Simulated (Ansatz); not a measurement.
# AlBH2OS: vertical ionisation energy

One table from this session's results is given with a row withheld; the runs are named, their logs left out.

Program: Ansatz 0.2.0, Gaussian basis. Level of theory: unrestricted cation, the program's frozen cores in correlated methods. These are calculated values, not measurements.

Plan: UKS PBE-D4/def2-TZVPP; UKS r2SCAN-D4/def2-TZVPP; UKS PBE0-D4/def2-TZVPP; UKS B3LYP-D4/def2-TZVPP; UKS wB97X-V/def2-TZVPP; UKS wB97M-V/def2-TZVPP; UKS B2PLYP/def2-TZVPP; UHF-CCSD(T)/def2-TZVPP; UHF-MP2/def2-QZVPP; extrapolation to the limit; then −ε(HOMO) from the neutral's earlier runs with LDA (SPW92), PBE-D4, revPBE-D4, BLYP-D4, r2SCAN-D4, B97M-V, PBE0-D4, B3LYP-D4, r2SCANh-D4, r2SCAN0-D4, HSE06-D4, BHLYP-D4, CAM-B3LYP-D4, LC-ωPBE, ωB97X-V, ωB97M-V.

### The relaxed structure

An earlier PBE0-D4 in a triple-zeta def2 set relaxation fixed the geometry.

SMILES `S[B]1[O][AlH]1`, 6 atoms, charge 0, spin multiplicity 1.

Atoms are counted from 1 here; the program's logs count them from 0.

Bond lengths: S1–B2 1.793 Å, S1–H5 1.341 Å, B2–O3 1.344 Å, B2–Al4 1.979 Å, O3–Al4 1.792 Å, Al4–H6 1.579 Å. Angles: B2–S1–H5 94.9°, S1–B2–O3 130.4°, S1–B2–Al4 167.8°, O3–B2–Al4 61.8°, B2–O3–Al4 76.8°, B2–Al4–O3 41.4°, B2–Al4–H6 164.9°, O3–Al4–H6 123.5°.

The first run:

File in.yaml:

```yaml
crystal:
  periodic: [false, false, false]
  atoms:
    - {symbol: S, position_ang: [-0.747688, -0.098001, -2.110895]}
    - {symbol: B, position_ang: [-0.034787, -0.112630, -0.465908]}
    - {symbol: O, position_ang: [1.067887, -0.724212, 0.000189]}
    - {symbol: Al, position_ang: [0.425395, 0.119234, 1.445029]}
    - {symbol: H, position_ang: [-1.779817, 0.692146, -1.780443]}
    - {symbol: H, position_ang: [1.111112, 0.059563, 2.865827]}
basis:
  gaussian: {orbitals: def2-TZVPP}
total_charge: 1
magnetization: {spin_polarized: true, initial_magnetization: 1}
hamiltonian: {xc: pbe, dispersion: d4}
```

Started as:

```
ansatz run in.yaml --threads 2 --pin off --events-out ev --progress --plain --max-ram 4352MiB
```

Steps of the session up to this table: Cation, UKS PBE-D4/def2-TZVPP; Cation, UKS r2SCAN-D4/def2-TZVPP; Cation, UKS PBE0-D4/def2-TZVPP; Cation, UKS B3LYP-D4/def2-TZVPP; Cation, UKS wB97X-V/def2-TZVPP; Cation, UKS wB97M-V/def2-TZVPP; Cation, UKS B2PLYP (frozen core)/def2-TZVPP; Cation, UHF-CCSD(T)/def2-TZVPP; Cation, UHF-MP2/def2-QZVPP.

One of the session's tables, all rows but one given; the rest of the session is left out.

It belongs to the step «Ionisation energies side by side». For comparison, −ε(HOMO) of the neutral from earlier runs:

| functional | −ε(HOMO) (eV) |
| --- | --- |
| LDA (SPW92) | 5.36 |
| PBE-D4 | 5.24 |
| revPBE-D4 | ? |
| BLYP-D4 | 5.11 |
| r2SCAN-D4 | 5.41 |
| B97M-V | 5.44 |
| PBE0-D4 | 6.27 |
| B3LYP-D4 | 6.10 |
| r2SCANh-D4 | 5.79 |
| r2SCAN0-D4 | 6.38 |
| HSE06-D4 | 5.88 |
| BHLYP-D4 | 7.21 |
| CAM-B3LYP-D4 | 7.52 |
| LC-ωPBE | 8.75 |
| ωB97X-V | 8.45 |
| ωB97M-V | 8.26 |

Estimate the missing values for revPBE-D4.

**Answer.** −ε(HOMO) (eV): 5.18. In the column «−ε(HOMO) (eV)» it lies between BLYP-D4 (5.11) and PBE-D4 (5.24).
